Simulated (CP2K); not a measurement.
Cd2S:

```
Cd S
1.0
     3.96267    0.00000    0.00000
    -1.98134    3.43177    0.00000
     0.00000    0.00000    5.80919
Cd S
2 1
Direct
  0.33333 0.66667 0.93272
  0.66667 0.33333 0.57873
  0.33333 0.66667 0.36571
```

The cell comes from a database or a generator and needn't be the stable form of this composition.

* Program: CP2K 2026.2
* Task: single point
* Functional: PBEsol
* Potentials or basis: POTENTIAL_UZH Cd GTH-PBE-q12, S GTH-PBE-q6; TZVP-MOLOPT-PBE-GTH basis
* Density cutoff: 6123 eV
* k mesh: 8 × 8 × 5
* Occupations: fermi-dirac, width 0.05 eV
* Spin: no spin polarisation

On this cell: pressure -2.5 GPa; largest force 0.115 eV/Å; band gap on the k mesh 0.23 eV, indirect (least direct gap 0.57 eV).

The same run follows on a disturbed copy (atoms moved at random, drawn with an rms of 0.05 Å):

```
Cd S
1.0
     3.96267    0.00000    0.00000
    -1.98134    3.43177    0.00000
     0.00000    0.00000    5.80919
Cd S
2 1
Direct
  0.32600 0.65881 0.93410
  0.68459 0.35091 0.57211
  0.31890 0.65703 0.35867
```

Question: What changes?

Answer: The energy moves by +12.1 meV/atom; pressure -2.0 GPa; largest force 0.554 eV/Å; band gap on the k mesh 0.13 eV, indirect (least direct gap 0.47 eV).

Forces on the atoms (eV/Å):
```
Cd   0.009 -0.002 -0.337
Cd  -0.355 -0.326  0.055
S    0.346  0.327  0.283
```

Stress tensor (GPa, compression positive):
```
-1.58  0.70 -0.64
 0.70 -3.00 -0.61
-0.64 -0.61 -1.53
```

Caveats: the potentials were made for another functional, which shifts forces and pressure; an odd mesh through Γ misses points on the zone boundary, where band edges often lie; the basis of atomic orbitals isn't converged, which shifts pressures, moduli and gaps.
